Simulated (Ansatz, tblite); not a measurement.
**The cluster Cs₃F₃: one state, many levels**

An exercise on one series of results from a longer session: the logs are not shown, and one member is left open.

Program: Ansatz 0.2.0, Gaussian basis. Level of theory: as each input shows. These are calculated values, not measurements.

Plan: GFN1-xTB, GFN2-xTB, PBE-D4/def2-TZVP, r2SCAN-D4/def2-TZVP, B2PLYP/def2-TZVP, B97M-V/def2-TZVP, LDA/def2-TZVP, LC-ωPBE/def2-TZVP, r2SCAN0-D4/def2-TZVP, ωB97X-V/def2-TZVP, BHLYP-D4/def2-TZVP, PBE-D4/def2-SVP, PBE0-D4/def2-SVP, PBE0-D4/def2-TZVPD, PBE-D4/def2-TZVPD, r2SCAN-D4/def2-TZVPD, CCSD(T)/def2-TZVP, RPA/def2-TZVP.

### The structure

The singlet was relaxed beforehand with r2SCAN-D4/def2-SVP. At that level it is the lowest of the isomers that a small search found.

6 atoms, charge 0, spin multiplicity 1.

Bond lengths: Cs1–F4 2.617 Å, Cs1–F5 2.617 Å, Cs2–F5 2.617 Å, Cs2–F6 2.617 Å, Cs3–F4 2.617 Å, Cs3–F6 2.617 Å. Angles: F4–Cs1–F5 103.5°, F5–Cs2–F6 103.6°, F4–Cs3–F6 103.6°, Cs1–F4–Cs3 136.5°, Cs1–F5–Cs2 136.4°, Cs2–F6–Cs3 136.4°.

Cs takes a core potential in the def2 sets. No spin-orbit coupling is included.

PBE0-D4/def2-TZVP was run before; its log isn't repeated, and its numbers join the tables.

The first run:

Tight binding, by tblite at 300 K electronic temperature and without a spin-polarisation term:

```python
tblite.interface.Calculator('GFN1-xTB', numbers, positions, charge=0, uhf=0).singlepoint()
```

Tight binding, by tblite at 300 K electronic temperature and without a spin-polarisation term:

```python
tblite.interface.Calculator('GFN2-xTB', numbers, positions, charge=0, uhf=0).singlepoint()
```

start.molden holds the orbitals of an earlier run on this state, given as this run's starting guess.

Contents of in.yaml:

```yaml
crystal:
  periodic: [false, false, false]
  atoms:
    - {symbol: Cs, position_ang: [0.537600, 2.434649, 1.289133]}
    - {symbol: Cs, position_ang: [-2.098606, -1.629685, 0.899420]}
    - {symbol: Cs, position_ang: [1.562590, -0.804664, -2.187742]}
    - {symbol: F, position_ang: [1.766798, 1.385241, -0.769253]}
    - {symbol: F, position_ang: [-1.309339, 0.671737, 1.863846]}
    - {symbol: F, position_ang: [-0.459052, -2.057269, -1.095404]}
basis:
  gaussian: {orbitals: def2-TZVP, initial_orbitals: start.molden}
hamiltonian: {xc: pbe, dispersion: d4}
scf: {omitted_lower_state_checks: [starts]}
output: {forces: true, orbitals: {seedname: orbitals}}
```

On the command line:

```console
ansatz run in.yaml --threads 4 --pin off --events-out ev --progress --plain --max-ram 3916MiB
```

Among the steps run: PBE-D4/def2-TZVP; r2SCAN-D4/def2-TZVP; B2PLYP/def2-TZVP; B97M-V/def2-TZVP; LDA/def2-TZVP; LC-ωPBE/def2-TZVP; r2SCAN0-D4/def2-TZVP; ωB97X-V/def2-TZVP; BHLYP-D4/def2-TZVP; PBE-D4/def2-SVP; PBE0-D4/def2-SVP; PBE0-D4/def2-TZVPD; PBE-D4/def2-TZVPD; r2SCAN-D4/def2-TZVPD; CCSD(T)/def2-TZVP; RPA/def2-TZVP.

One of the session's tables, all rows but one given; the rest of the session is left out.

| level | HOMO (eV) | gap (eV) |
| --- | --- | --- |
| LDA/def2-TZVP | -5.32 | 4.54 |
| PBE-D4/def2-SVP | -4.64 | 3.79 |
| PBE-D4/def2-TZVP | ? | ? |
| PBE-D4/def2-TZVPD | -5.10 | 4.36 |
| r2SCAN-D4/def2-TZVP | -5.26 | 5.06 |
| r2SCAN-D4/def2-TZVPD | -5.35 | 5.18 |
| B97M-V/def2-TZVP | -5.34 | 4.71 |
| PBE0-D4/def2-SVP | -6.28 | 5.89 |
| PBE0-D4/def2-TZVP | -6.70 | 6.39 |
| PBE0-D4/def2-TZVPD | -6.79 | 6.50 |
| r2SCAN0-D4/def2-TZVP | -6.94 | 6.93 |
| BHLYP-D4/def2-TZVP | -8.41 | 8.33 |
| LC-ωPBE/def2-TZVP | -9.39 | 9.84 |
| ωB97X-V/def2-TZVP | -9.10 | 9.60 |

Q: Estimate the row for PBE-D4/def2-TZVP from the others.

As computed: HOMO (eV): -5.02; gap (eV): 4.26. In the column «HOMO (eV)» it lies between PBE-D4/def2-TZVPD (-5.10) and PBE-D4/def2-SVP (-4.64).
